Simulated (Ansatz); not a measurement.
# C₂H₆BBrSi: up Jacob's ladder to CCSD(T)

How much do the methods differ for C₂H₆BBrSi? The plan is to run it at one geometry with functionals of several rungs and with coupled cluster, and see how far each lands from CCSD(T) at the basis-set limit for the atomisation energy.

The runs use Ansatz 0.2.0, Gaussian basis; functionals in def2-TZVPP, the program's frozen cores in correlated methods.

The runs, in order: PBE-D4, r2SCAN-D4, PBE0-D4, B3LYP-D4, ωB97X-V, ωB97M-V, B2PLYP; CCSD(T)/def2-TZVPP; MP2/def2-QZVPP; extrapolation to the limit.

### Step 1. The relaxed structure

The geometry comes from an earlier relaxation with PBE0-D4 in a triple-zeta def2 set; it is a stationary point, not always the lowest conformer.

SMILES `C[Si]1(Br)BC1`, 11 atoms, charge 0, spin multiplicity 1.

Atoms are counted from 1 here; the program's logs count them from 0.

Bond lengths: C1–Si2 1.861 Å, C1–H6 1.092 Å, C1–H7 1.092 Å, C1–H8 1.092 Å, Si2–Br3 2.227 Å, Si2–B4 1.886 Å, Si2–C5 2.037 Å, B4–C5 1.485 Å, B4–H9 1.186 Å, C5–H10 1.095 Å, C5–H11 1.089 Å. Angles: Si2–C1–H6 108.6°, Si2–C1–H7 111.2°, Si2–C1–H8 110.7°, H6–C1–H7 108.0°, H6–C1–H8 108.5°, H7–C1–H8 109.7°, C1–Si2–Br3 107.4°, C1–Si2–B4 132.5°, C1–Si2–C5 107.4°, Br3–Si2–B4 120.1°, Br3–Si2–C5 123.6°, B4–Si2–C5 44.3°, Si2–B4–C5 73.3°, Si2–B4–H9 138.7°, C5–B4–H9 130.6°, Si2–C5–B4 62.4°, Si2–C5–H10 82.8°, Si2–C5–H11 143.6° and more.

### Step 2. PBE-D4 (GGA)

Input file in.yaml:

```yaml
crystal:
  periodic: [false, false, false]
  atoms:
    - {symbol: C, position_ang: [-1.255831, -1.172700, -0.108933]}
    - {symbol: Si, position_ang: [0.011901, -0.078273, 0.702836]}
    - {symbol: Br, position_ang: [1.057672, -1.299676, 2.243161]}
    - {symbol: B, position_ang: [0.522835, 1.713225, 0.409434]}
    - {symbol: C, position_ang: [0.975489, 0.940135, -0.775228]}
    - {symbol: H, position_ang: [-1.978152, -1.489973, 0.646737]}
    - {symbol: H, position_ang: [-0.793988, -2.066828, -0.531765]}
    - {symbol: H, position_ang: [-1.789574, -0.629602, -0.891191]}
    - {symbol: H, position_ang: [1.046540, 2.598561, 1.000342]}
    - {symbol: H, position_ang: [0.324966, 0.342592, -1.422188]}
    - {symbol: H, position_ang: [1.943442, 1.085537, -1.252606]}
basis:
  gaussian: {orbitals: def2-TZVPP}
hamiltonian: {xc: pbe, dispersion: d4}
output: {forces: true, orbitals: {seedname: orbitals}}
```

Run with:

```sh
ansatz run in.yaml --threads 4 --pin off --events-out ev --progress --plain --max-ram 10444MiB
```

After this run come: r2SCAN-D4 (meta-GGA); PBE0-D4 (hybrid); B3LYP-D4 (hybrid); ωB97X-V (range-separated); ωB97M-V (range-separated); B2PLYP (double hybrid); CCSD(T) in def2-TZVPP; MP2 in def2-QZVPP.

Before running them: what should the planned runs give, taken together? Wanted: atomisation energy, CCSD(T)/CBS; farthest; mean size of error, hybrid; mean size of error, range-separated; gap, smallest and largest; T1 diagnostic; triples share of the correlation energy.

As calculated:

| quantity | value |
| --- | --- |
| atomisation energy, CCSD(T)/CBS | 3965.5 kJ/mol |
| functionals within 39.7 kJ/mol (1.0 %) | B3LYP-D4, ωB97X-V, ωB97M-V |
| farthest | PBE-D4 (+88.4 kJ/mol) |
| mean size of error, hybrid | 21.6 kJ/mol |
| mean size of error, range-separated | 14.6 kJ/mol |
| gap, smallest and largest | 3.60 eV (PBE-D4), 9.90 eV (ωB97X-V) |
| T1 diagnostic | 0.0106 |
| triples share of the correlation energy | 4.2 % |

PBE-D4 misses by +88.4 kJ/mol. Double hybrids carry the basis error of their MP2 part in triple zeta, and no dispersion term here, so their miss is partly the set-up's. Misses under about 39.7 kJ/mol are within the doubt on the reference itself, which lacks core-valence correlation, relativity and higher excitations, and its outer-core shells are covered unevenly. All levels share the lack of spin-orbit coupling, which lowers the free heavy atoms and so the true binding. Hartree-Fock recovers 75 % of the binding; the rest is correlation. The gap grows from 3.6 to 9.9 eV across the functionals, mostly with the share of exact exchange. Correlated methods include outer-core shells of Br, which these sets cover unevenly.
